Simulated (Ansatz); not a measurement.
# AsH (singlet): from Hartree-Fock to the top rungs, aug-cc-pVDZ

An exercise on one series of results from a longer session: the logs are not shown, and one member is left open.

The runs use Ansatz 0.2.0, Gaussian basis; aug-cc-pVDZ, core rule «outside noble gas», up to 14 orbitals frozen.

The runs, in order: UHF; CCSD(T) on RHF; CCSD(T) on UHF; BCCD(T) on RHF; CISD; CCSDT(Q) on RHF; CCSDT(Q) on UHF; CCSDTQ on RHF; CASSCF and MRCISD+Q, 6 electrons in 5 orbitals; CASSCF and NEVPT4(SD), 6 electrons in 5 orbitals; CASSCF and NEVPT2, 6 electrons in 5 orbitals; Full CI.

25 further runs of the same task are left out: 14 that didn't finish, 11 set aside as unsound or not needed.

### What is computed

The geometry is a PBE0/def2-TZVP stationary point (not a proven minimum) of the parent state, kept for this charge and spin. No spin-orbit coupling is included. The filled d shell of As may be among the frozen orbitals whatever the setting's name suggests; the logs give the count.

2 atoms, charge 0, spin multiplicity 1.

Atoms are counted from 1 here; the program's logs count them from 0.

Bond lengths: As1–H2 1.531 Å.

Geometry (Å):

```mol
AsH
  3D, bonds by distance, orders not assigned

  2  1  0  0  0  0  0  0  0  0999 V2000
    0.0000    0.0000    0.0000 As  0  0
    0.0000    0.0000    1.5314 H   0  0
  1  2  8  0
M  END
```

The first run:

The input, in.yaml:

```yaml
crystal:
  periodic: [false, false, false]
  atoms:
    - {symbol: As, position_ang: [0.000000, 0.000000, 0.000000]}
    - {symbol: H, position_ang: [0.000000, 0.000000, 1.531400]}
basis:
  gaussian: {orbitals: aug-cc-pVDZ}
magnetization: {spin_polarized: true, initial_magnetization: 0}
hamiltonian: {xc: hf}
output: {orbitals: {seedname: orbitals}}
```

The run is started by

```console
> ansatz run in.yaml --threads 1 --pin off --events-out ev --progress --plain --max-ram 2393MiB
```

Among the steps run: UHF; CCSD(T) on RHF; CCSD(T) on UHF; BCCD(T) on RHF; CISD; CCSDT(Q) on RHF; CCSDT(Q) on UHF; CCSDTQ on RHF; CASSCF and MRCISD+Q, 6 electrons in 5 orbitals; CASSCF and NEVPT4(SD), 6 electrons in 5 orbitals; CASSCF and NEVPT2, 6 electrons in 5 orbitals; Full CI.

One of the session's tables, all rows but one given; the rest of the session is left out.

It belongs to the step «Misses and costs». 

```
            method  from FCI (kcal/mol)
               RHF               +82.52
              RMP2               +25.62
              CISD               +12.10
             RCCSD                +7.47
          RCCSD(T)                +3.92
           BCCD(T)                +3.97
            RCCSDT                +0.31
         RCCSDT(Q)                -0.12
           RCCSDTQ                 0.00
    CASSCF valence               +58.81
    NEVPT2 valence                    ?
NEVPT4(SD) valence                +1.37
    MRCISD valence                +2.87
  MRCISD+Q valence                -0.50
               FCI                    0
```

Q: Estimate the row for NEVPT2 valence from the others.

**Answer.** from FCI (kcal/mol): +14.92. In the column «from FCI (kcal/mol)» it lies between CISD (+12.10) and RMP2 (+25.62).

Left out of the table: UHF, UMP2, UCCSD, UCCSD(T), UCCSDT, UCCSDT(Q) (another determinant or state than the rows shown).

To keep in mind: The report flags that the cluster equations may have other roots. The program flags RCCSDT(Q), RCCSDTQ as in doubt, so those rows may rest on another solution; read them beside their warnings. RCCSDT(Q), MRCISD+Q valence fall below full CI, which methods that aren't variational can do.
